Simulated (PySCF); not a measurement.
**C₁₀H₁₈O₂: NMR shifts at several levels of theory**

Aim: compute the NMR shifts of C₁₀H₁₈O₂ (`C=C(C)[C@@H]1CC[C@@](C)(O)[C@H](O)C1`) at several levels, and see how far they spread and what each costs.

Programs: PySCF 2.14.0, with density-fitted response routines of our own. Each step states its level of theory. These are calculated values for one molecule in the gas phase, unless marked as measured. Atoms are numbered from 0 throughout.

## (1) The molecule as given

30 atoms, charge 0, multiplicity 1; geometry from: GFN2-xTB.

Bonds of the start (Å): C0–C1 1.32, C1–C2 1.50, C1–C3 1.51, C3–C4 1.53, C4–C5 1.53, C5–C6 1.54, C6–C7 1.53, C6–O8 1.43, C6–C9 1.55, C9–O10 1.41, C9–C11 1.52, C11–C3 1.53, C0–H12 1.08, C0–H13 1.08, C2–H14 1.09, C2–H15 1.09, C2–H16 1.09, C3–H17 1.10, C4–H18 1.09, C4–H19 1.09, C5–H20 1.09, C5–H21 1.09, C7–H22 1.09, C7–H23 1.09, C7–H24 1.08, O8–H25 0.96, C9–H26 1.10, O10–H27 0.97, C11–H28 1.09, C11–H29 1.09.

## (2) Relaxing the molecule at PBE0-D3(BJ)/def2-SVP

What the job is given:

```
{"job": {"xc": "PBE0", "basis": "def2-SVP", "d3": "d3bj", "grid": 1, "kind": "geom"}, "charge": 0, "multiplicity": 1}
C      3.598550     0.424260    -0.966310
C      2.656040    -0.134810    -0.223680
C      2.972830    -1.238530     0.739320
C      1.220310     0.321730    -0.324950
C      0.732800     0.978180     0.972160
C     -0.694990     1.494270     0.815080
C     -1.677980     0.396540     0.379760
C     -1.946050    -0.606050     1.503710
O     -2.912270     0.982960    -0.032500
C     -1.141430    -0.291230    -0.895570
O     -1.980320    -1.349970    -1.291330
C      0.275040    -0.820990    -0.703100
H      3.380640     1.212140    -1.667330
H      4.628860     0.116350    -0.907470
H      2.665920    -0.974650     1.749660
H      4.040440    -1.440590     0.746540
H      2.452040    -2.151630     0.457050
H      1.166420     1.075330    -1.118910
H      0.774010     0.258930     1.790620
H      1.391330     1.811320     1.227950
H     -0.716540     2.279990     0.055520
H     -1.036610     1.931740     1.757830
H     -2.567080    -1.416170     1.128840
H     -2.466440    -0.113740     2.324570
H     -1.021980    -1.026920     1.884480
H     -3.318710     1.412580     0.727940
H     -1.131070     0.480280    -1.684430
H     -2.874450    -0.990020    -1.338730
H      0.260200    -1.590090     0.067600
H      0.596710    -1.285800    -1.636070
```

Standard output:

```text
step   0  E = -541.34684381  max force = 0.013859
step   1  E = -541.34940814  max force = 0.003522
step   2  E = -541.34960212  max force = 0.001384
step   3  E = -541.34971162  max force = 0.001348
step   4  E = -541.34974880  max force = 0.001078
step   5  E = -541.34976573  max force = 0.000549
step   6  E = -541.34977413  max force = 0.000489
step   7  E = -541.34977339  max force = 0.000147
optimisation converged
```

Run time: 16 min. Hardware: 8 threads of Intel Xeon at 2.50GHz (Skylake/Cascade Lake), shared host.

Step by step:

```
step  energy from step 0 (eV)  largest force component (eV/Å)
   0                   0.0000                          0.7127
   1                  -0.0698                          0.1811
   2                  -0.0751                          0.0712
   3                  -0.0780                          0.0693
   4                  -0.0790                          0.0554
   5                  -0.0795                          0.0282
   6                  -0.0797                          0.0251
   7                  -0.0797                          0.0076
```

Close pairs (by a distance rule), those that changed most:

```
   bond  before (Å)  after (Å)  change (Å)
 C0–H12       1.077      1.094      +0.017
 C0–H13       1.077      1.094      +0.017
  C0–C1       1.324      1.338      +0.014
 C7–H24       1.084      1.099      +0.014
 C2–H14       1.088      1.102      +0.014
 C2–H16       1.088      1.102      +0.014
C11–H28       1.089      1.102      +0.013
 C7–H23       1.089      1.103      +0.013
```

The final coordinates are the input of the step that follows.

```
                         at the end point                value
  point group (found at 0.08 Å tolerance)                   C1
rotational constants (GHz, main isotopes)  1.716, 0.568, 0.528
                        dipole moment (D)                 2.42
```

## (3) Nuclear shieldings: PBE0/pcSseg-1

What the job is given:

```
{"job": {"kind": "nmr", "xc": "PBE0", "basis": "pcSseg-1", "pop": false}, "charge": 0, "multiplicity": 1}
C      3.622210     0.410586    -0.947698
C      2.651688    -0.143591    -0.211739
C      2.940742    -1.248872     0.762065
C      1.221195     0.331703    -0.335848
C      0.723922     1.026366     0.940382
C     -0.715964     1.506919     0.794897
C     -1.673730     0.385176     0.390181
C     -1.873842    -0.636660     1.502316
O     -2.938243     0.912483     0.008329
C     -1.154972    -0.263067    -0.902013
O     -2.002938    -1.294681    -1.321998
C      0.259158    -0.786541    -0.751993
H      3.406936     1.210842    -1.662067
H      4.662607     0.083055    -0.863465
H      2.613062    -0.987631     1.781654
H      4.015065    -1.475872     0.800082
H      2.408896    -2.174282     0.486880
H      1.205018     1.089706    -1.138903
H      0.801282     0.334666     1.795871
H      1.385418     1.875806     1.173239
H     -0.775373     2.285213     0.015539
H     -1.066833     1.972037     1.732748
H     -2.493932    -1.466509     1.137043
H     -2.376660    -0.164921     2.363060
H     -0.925240    -1.054677     1.866009
H     -3.393481     1.212613     0.802060
H     -1.144697     0.554505    -1.653919
H     -2.892329    -0.916694    -1.302620
H      0.259590    -1.604209    -0.012798
H      0.577662    -1.228058    -1.709043
```

With the program's defaults for keys left out, this is: GIAO PBE0/pcSseg-1 NMR shielding, non-relativistic, gas phase.

Standard output:

```text
coarse grid: 24192 points
cycle   1  E = -541.3870627061  dE =  1.548e+00  |g| = 9.016e-01  |ddm| = 4.841e+00
cycle   2  E = -541.2898789454  dE =  9.718e-02  |g| = 1.186e+00  |ddm| = 2.043e+00
cycle   3  E = -541.5479099452  dE = -2.580e-01  |g| = 1.175e-01  |ddm| = 1.310e+00
cycle   4  E = -541.5503407872  dE = -2.431e-03  |g| = 4.662e-02  |ddm| = 1.465e-01
cycle   5  E = -541.5508423507  dE = -5.016e-04  |g| = 9.182e-03  |ddm| = 5.771e-02
cycle   6  E = -541.5508569590  dE = -1.461e-05  |g| = 4.487e-03  |ddm| = 1.407e-02
cycle   7  E = -541.5508617884  dE = -4.829e-06  |g| = 9.888e-04  |ddm| = 4.616e-03
final grid: 231192 points
cycle   8  E = -541.6467524996  dE = -1.106e-04  |g| = 1.366e-02  |ddm| = 6.479e-02
cycle   9  E = -541.6467171826  dE =  3.532e-05  |g| = 1.915e-02  |ddm| = 3.025e-02
cycle  10  E = -541.6467937275  dE = -7.654e-05  |g| = 1.825e-03  |ddm| = 1.871e-02
cycle  11  E = -541.6467944047  dE = -6.772e-07  |g| = 3.871e-04  |ddm| = 2.177e-03
cycle  12  E = -541.6467944322  dE = -2.754e-08  |g| = 1.650e-04  |ddm| = 4.251e-04
cycle  13  E = -541.6467944379  dE = -5.645e-09  |g| = 6.732e-05  |ddm| = 1.981e-04
cycle  14  E = -541.6467944390  dE = -1.133e-09  |g| = 7.772e-06  |ddm| = 7.399e-05
cycle  15  E = -541.6467944390  dE = -1.137e-11  |g| = 2.481e-06  |ddm| = 1.179e-05
converged SCF energy = -541.6467944390

GIAO shielding tensors (ppm)
atom      isotropic    diamagn.    paramagn.     s11        s22        s33       span
  0 C       65.893     249.975    -184.082    -35.690    100.275    133.095    168.785
  1 C       25.846     259.215    -233.369   -101.448     23.837    155.150    256.598
  2 C      165.226     245.018     -79.792    153.998    157.447    184.232     30.234
  3 C      135.911     248.726    -112.815    123.162    129.492    155.078     31.915
  4 C      153.032     249.553     -96.521    139.993    153.236    165.867     25.874
  5 C      143.397     247.690    -104.294    129.052    137.847    163.290     34.238
  6 C      112.547     249.914    -137.367     92.833    101.965    142.842     50.009
  7 C      164.041     247.521     -83.480    146.655    160.911    184.557     37.902
  8 O      243.740     390.375    -146.636    186.957    259.190    285.073     98.116
  9 C      108.751     243.561    -134.811     96.075     99.811    130.367     34.291
 10 O      295.944     387.464     -91.519    260.999    285.935    340.899     79.900
 11 C      148.713     248.630     -99.916    133.750    147.402    164.987     31.237
 12 H       26.101      31.682      -5.581     22.669     24.397     31.238      8.569
 13 H       26.270      28.197      -1.928     23.306     24.456     31.047      7.742
 14 H       29.533      28.951       0.582     24.412     30.399     33.787      9.375
 15 H       29.651      27.230       2.421     25.422     27.907     35.624     10.201
 16 H       29.431      28.758       0.673     24.332     30.087     33.876      9.544
 17 H       29.280      36.148      -6.869     25.614     28.180     34.045      8.431
 18 H       29.896      33.191      -3.295     25.933     30.076     33.679      7.746
 19 H       30.055      32.042      -1.987     24.749     29.122     36.293     11.544
 20 H       29.843      32.348      -2.505     26.088     28.777     34.665      8.577
 21 H       29.968      32.394      -2.427     25.814     28.671     35.418      9.604
 22 H       29.482      30.405      -0.923     24.863     28.847     34.737      9.874
 23 H       31.128      31.206      -0.078     27.641     28.432     37.312      9.671
 24 H       29.886      31.210      -1.324     24.707     29.965     34.987     10.280
 25 H       31.255      33.429      -2.174     23.010     27.980     42.775     19.765
 26 H       27.808      33.099      -5.291     24.297     28.932     30.195      5.898
 27 H       29.303      32.827      -3.524     18.004     28.654     41.252     23.248
 28 H       29.971      33.168      -3.197     26.788     30.058     33.068      6.280
 29 H       29.647      32.110      -2.462     24.573     29.251     35.118     10.546
```

It took 6.1 min on 8 threads of Intel Xeon at 2.50GHz (Skylake/Cascade Lake), shared host.

Shifts follow as δ = σ(reference) − σ, with reference shieldings (ppm) from runs at the same level and on the same kind of geometry: ¹H TMS 31.27, ¹³C TMS 184.4, ¹⁷O H2O 334.6. The references are single molecules in the gas phase, so shifts against H2O, NH3, PH3, H3PO4 or CFCl3 are not on the usual liquid scales and can be off by tens of ppm. Atoms listed in one row are averaged.

```
        atoms                               environment  σ (ppm)  δ (ppm)  δ scaled to CDCl3
           C1           fully substituted alkene carbon     25.8    158.6              153.5
           C0                      terminal =CH2 carbon     65.9    118.5              114.6
           C9                        sp3 CH bonded to O    108.8     75.7               73.0
           C6  fully substituted sp3 carbon bonded to O    112.5     71.9               69.3
           C3                            allylic sp3 CH    135.9     48.5               46.6
           C5                         sp3 CH2 in a ring    143.4     41.0               39.3
          C11                         sp3 CH2 in a ring    148.7     35.7               34.2
           C4                         sp3 CH2 in a ring    153.0     31.4               30.0
           C7                             methyl carbon    164.0     20.4               19.3
           C2                     allylic methyl carbon    165.2     19.2               18.1
          H12        hydrogen on a terminal =CH2 carbon    26.10     5.17               5.11
          H13        hydrogen on a terminal =CH2 carbon    26.27     5.00               4.95
          H26         hydrogen on an sp3 CH bonded to O    27.81     3.46               3.49
          H17             hydrogen on an allylic sp3 CH    29.28     1.99               2.10
          H27             hydrogen on an alcohol oxygen    29.30     1.96                  –
H14, H15, H16      hydrogen on an allylic methyl carbon    29.54     1.73               1.85
          H29          hydrogen on an sp3 CH2 in a ring    29.65     1.62               1.75
          H20          hydrogen on an sp3 CH2 in a ring    29.84     1.42               1.57
          H18          hydrogen on an sp3 CH2 in a ring    29.90     1.37               1.52
          H21          hydrogen on an sp3 CH2 in a ring    29.97     1.30               1.45
          H28          hydrogen on an sp3 CH2 in a ring    29.97     1.30               1.44
          H19          hydrogen on an sp3 CH2 in a ring    30.05     1.21               1.37
H22, H23, H24               hydrogen on a methyl carbon    30.17     1.10               1.26
          H25             hydrogen on an alcohol oxygen    31.26     0.01                  –
           O8                            alcohol oxygen    243.7     90.8                  –
          O10                            alcohol oxygen    295.9     38.6                  –
```

The scaled column applies a straight-line fit of computed shieldings to shifts measured in CDCl3 (root-mean-square error 0.21 ppm for H, 2.0 ppm for C).

Ring of atoms C3, C4, C5, C6, C9, C11: NICS(0) -4.8, NICS(1) -3.4, NICS(1)zz 1.8 ppm (means of both faces). The ring holds saturated atoms, so no π current runs round it: these values come from its σ bonds, any local π bonds and neighbouring rings, and say nothing of aromaticity.

## (4) NMR shieldings: PBE/pcSseg-1

Settings changed since step 3:

```diff
@@ -1,2 +1,2 @@
-{"job": {"kind": "nmr", "xc": "PBE0", "basis": "pcSseg-1", "pop": false}, "charge": 0, "multiplicity": 1}
+{"job": {"kind": "nmr", "xc": "PBE", "basis": "pcSseg-1", "pop": false}, "charge": 0, "multiplicity": 1}
 C      3.622210     0.410586    -0.947698
```

Level: GIAO PBE/pcSseg-1 NMR shielding, non-relativistic, gas phase.

Standard output:

```text
coarse grid: 24192 points
cycle   1  E = -541.1776749985  dE =  1.196e+00  |g| = 1.139e+00  |ddm| = 4.933e+00
cycle   2  E = -540.6665666980  dE =  5.111e-01  |g| = 1.947e+00  |ddm| = 3.641e+00
cycle   3  E = -541.4447617186  dE = -7.782e-01  |g| = 2.225e-01  |ddm| = 2.756e+00
cycle   4  E = -541.4534295311  dE = -8.668e-03  |g| = 8.550e-02  |ddm| = 2.940e-01
cycle   5  E = -541.4550355930  dE = -1.606e-03  |g| = 2.267e-02  |ddm| = 1.030e-01
cycle   6  E = -541.4551106173  dE = -7.502e-05  |g| = 1.373e-02  |ddm| = 3.362e-02
cycle   7  E = -541.4551550027  dE = -4.439e-05  |g| = 4.133e-03  |ddm| = 1.490e-02
cycle   8  E = -541.4551591377  dE = -4.135e-06  |g| = 1.003e-03  |ddm| = 4.970e-03
final grid: 231192 points
cycle   9  E = -541.5853379713  dE = -1.299e-04  |g| = 2.286e-02  |ddm| = 9.026e-02
cycle  10  E = -541.5850671510  dE =  2.708e-04  |g| = 4.231e-02  |ddm| = 6.074e-02
cycle  11  E = -541.5854513444  dE = -3.842e-04  |g| = 4.986e-03  |ddm| = 4.498e-02
cycle  12  E = -541.5854565411  dE = -5.197e-06  |g| = 1.195e-03  |ddm| = 6.214e-03
cycle  13  E = -541.5854567876  dE = -2.465e-07  |g| = 6.680e-04  |ddm| = 1.480e-03
cycle  14  E = -541.5854569048  dE = -1.172e-07  |g| = 1.006e-04  |ddm| = 6.907e-04
cycle  15  E = -541.5854569070  dE = -2.193e-09  |g| = 2.375e-05  |ddm| = 1.369e-04
cycle  16  E = -541.5854569071  dE = -1.046e-10  |g| = 1.040e-05  |ddm| = 3.880e-05
converged SCF energy = -541.5854569071

GIAO shielding tensors (ppm)
atom      isotropic    diamagn.    paramagn.     s11        s22        s33       span
  0 C       64.138     248.940    -184.802    -30.250     95.570    127.094    157.344
  1 C       22.186     258.447    -236.261    -98.485     16.064    148.978    247.463
  2 C      160.385     245.892     -85.507    148.754    151.890    180.511     31.756
  3 C      128.018     249.621    -121.602    115.013    121.630    147.412     32.399
  4 C      146.109     250.101    -103.992    132.940    145.468    159.918     26.978
  5 C      136.557     248.285    -111.728    121.399    130.260    158.013     36.614
  6 C      104.972     251.029    -146.057     84.374     94.261    136.281     51.907
  7 C      159.379     247.850     -88.472    141.130    155.969    181.037     39.907
  8 O      231.465     389.052    -157.588    172.858    243.102    278.434    105.577
  9 C      100.846     244.456    -143.610     87.477     91.528    123.533     36.056
 10 O      285.236     386.191    -100.955    250.674    278.060    326.973     76.299
 11 C      142.084     249.216    -107.132    127.108    140.303    158.841     31.733
 12 H       26.080      31.914      -5.834     22.785     24.605     30.849      8.064
 13 H       26.273      27.924      -1.650     23.467     24.636     30.718      7.252
 14 H       29.389      29.437      -0.048     24.439     30.300     33.426      8.987
 15 H       29.638      26.850       2.788     25.739     28.010     35.163      9.424
 16 H       29.303      29.269       0.033     24.379     30.001     33.528      9.149
 17 H       29.068      36.401      -7.333     25.709     27.899     33.596      7.887
 18 H       29.699      33.627      -3.928     25.884     29.950     33.263      7.380
 19 H       29.863      31.904      -2.041     24.805     29.156     35.628     10.823
 20 H       29.697      32.563      -2.866     26.121     28.813     34.156      8.035
 21 H       29.810      32.279      -2.469     25.936     28.681     34.812      8.876
 22 H       29.391      30.668      -1.277     24.951     28.961     34.260      9.310
 23 H       31.144      31.222      -0.077     27.927     28.647     36.859      8.932
 24 H       29.697      31.821      -2.123     24.690     29.810     34.592      9.902
 25 H       31.319      33.356      -2.037     23.501     28.335     42.122     18.621
 26 H       27.514      33.403      -5.888     24.006     28.791     29.746      5.740
 27 H       29.249      32.921      -3.672     18.193     28.874     40.679     22.486
 28 H       29.834      33.759      -3.925     26.943     29.798     32.760      5.818
 29 H       29.500      32.171      -2.671     24.773     29.205     34.521      9.747
```

Wall time 3.7 min (8 threads of Intel Xeon at 2.50GHz (Skylake/Cascade Lake), shared host).

Key values: δ C1 157.8, C0 115.9, C9 79.2, C6 75.1, H12 5.12, H13 4.92 ppm.

## (5) Nuclear shieldings: wB97X-D/pcSseg-1

Settings changed since step 4:

```diff
@@ -1,2 +1,2 @@
-{"job": {"kind": "nmr", "xc": "PBE", "basis": "pcSseg-1", "pop": false}, "charge": 0, "multiplicity": 1}
+{"job": {"kind": "nmr", "xc": "wB97X-D", "basis": "pcSseg-1", "pop": false}, "charge": 0, "multiplicity": 1}
 C      3.622210     0.410586    -0.947698
```

Level: GIAO wB97X-D/pcSseg-1 NMR shielding, non-relativistic, gas phase.

Standard output:

```text
coarse grid: 24192 points
cycle   1  E = -541.8549355748  dE =  2.064e+00  |g| = 8.882e-01  |ddm| = 4.797e+00
cycle   2  E = -541.8528498344  dE =  2.086e-03  |g| = 9.656e-01  |ddm| = 1.581e+00
cycle   3  E = -542.0063684839  dE = -1.535e-01  |g| = 7.830e-02  |ddm| = 8.529e-01
cycle   4  E = -542.0075467348  dE = -1.178e-03  |g| = 3.383e-02  |ddm| = 9.749e-02
cycle   5  E = -542.0078285318  dE = -2.818e-04  |g| = 6.842e-03  |ddm| = 4.215e-02
cycle   6  E = -542.0078398559  dE = -1.132e-05  |g| = 2.221e-03  |ddm| = 9.081e-03
cycle   7  E = -542.0078410177  dE = -1.162e-06  |g| = 5.952e-04  |ddm| = 2.810e-03
final grid: 231192 points
cycle   8  E = -542.1033727766  dE = -4.347e-04  |g| = 4.943e-03  |ddm| = 6.789e-02
cycle   9  E = -542.1033794910  dE = -6.714e-06  |g| = 2.477e-03  |ddm| = 1.247e-02
cycle  10  E = -542.1033807373  dE = -1.246e-06  |g| = 9.854e-04  |ddm| = 2.982e-03
cycle  11  E = -542.1033809960  dE = -2.588e-07  |g| = 2.320e-04  |ddm| = 1.481e-03
cycle  12  E = -542.1033810085  dE = -1.247e-08  |g| = 8.124e-05  |ddm| = 3.254e-04
cycle  13  E = -542.1033810103  dE = -1.809e-09  |g| = 2.439e-05  |ddm| = 1.396e-04
cycle  14  E = -542.1033810105  dE = -1.683e-10  |g| = 6.602e-06  |ddm| = 4.300e-05
converged SCF energy = -542.1033810105

GIAO shielding tensors (ppm)
atom      isotropic    diamagn.    paramagn.     s11        s22        s33       span
  0 C       65.166     250.411    -185.245    -38.952    100.913    133.536    172.488
  1 C       25.175     259.551    -234.377   -105.103     24.900    155.727    260.830
  2 C      165.334     244.816     -79.483    153.656    158.409    183.936     30.280
  3 C      137.000     248.690    -111.690    123.899    130.840    156.261     32.363
  4 C      153.591     249.745     -96.154    140.564    154.045    166.163     25.599
  5 C      143.822     248.067    -104.245    129.546    138.402    163.518     33.972
  6 C      112.379     249.667    -137.287     92.746    101.526    142.866     50.120
  7 C      163.530     247.608     -84.079    146.406    160.108    184.075     37.669
  8 O      247.665     391.104    -143.439    191.410    263.963    287.622     96.211
  9 C      108.938     243.882    -134.944     96.164     99.946    130.706     34.542
 10 O      298.608     388.236     -89.628    263.762    286.670    345.394     81.632
 11 C      149.027     249.173    -100.146    133.744    147.846    165.489     31.745
 12 H       26.229      31.815      -5.586     22.748     24.515     31.425      8.677
 13 H       26.388      28.273      -1.886     23.375     24.587     31.201      7.826
 14 H       29.683      29.162       0.521     24.591     30.570     33.888      9.297
 15 H       29.755      27.248       2.507     25.454     28.034     35.777     10.323
 16 H       29.577      28.965       0.612     24.508     30.254     33.970      9.462
 17 H       29.466      36.433      -6.966     25.763     28.387     34.250      8.487
 18 H       30.056      33.607      -3.551     26.111     30.218     33.839      7.728
 19 H       30.218      32.192      -1.974     24.948     29.250     36.457     11.509
 20 H       29.989      32.617      -2.628     26.242     28.923     34.801      8.558
 21 H       30.115      32.501      -2.386     25.960     28.825     35.559      9.600
 22 H       29.574      30.546      -0.972     25.005     28.911     34.807      9.803
 23 H       31.164      31.295      -0.132     27.667     28.472     37.352      9.685
 24 H       30.030      31.618      -1.588     24.890     30.125     35.074     10.184
 25 H       31.307      33.296      -1.989     23.006     28.027     42.887     19.881
 26 H       27.970      33.388      -5.418     24.498     29.076     30.336      5.838
 27 H       29.411      32.801      -3.390     18.167     28.714     41.352     23.185
 28 H       30.105      33.665      -3.560     26.891     30.236     33.189      6.298
 29 H       29.790      32.342      -2.552     24.715     29.416     35.239     10.524
```

Wall time 4 min (8 threads of Intel Xeon at 2.50GHz (Skylake/Cascade Lake), shared host).

Key values: δ C1 159.4, C0 119.4, C9 75.6, C6 72.2, H12 5.15, H13 4.99 ppm.

[end of part 1 of 2]
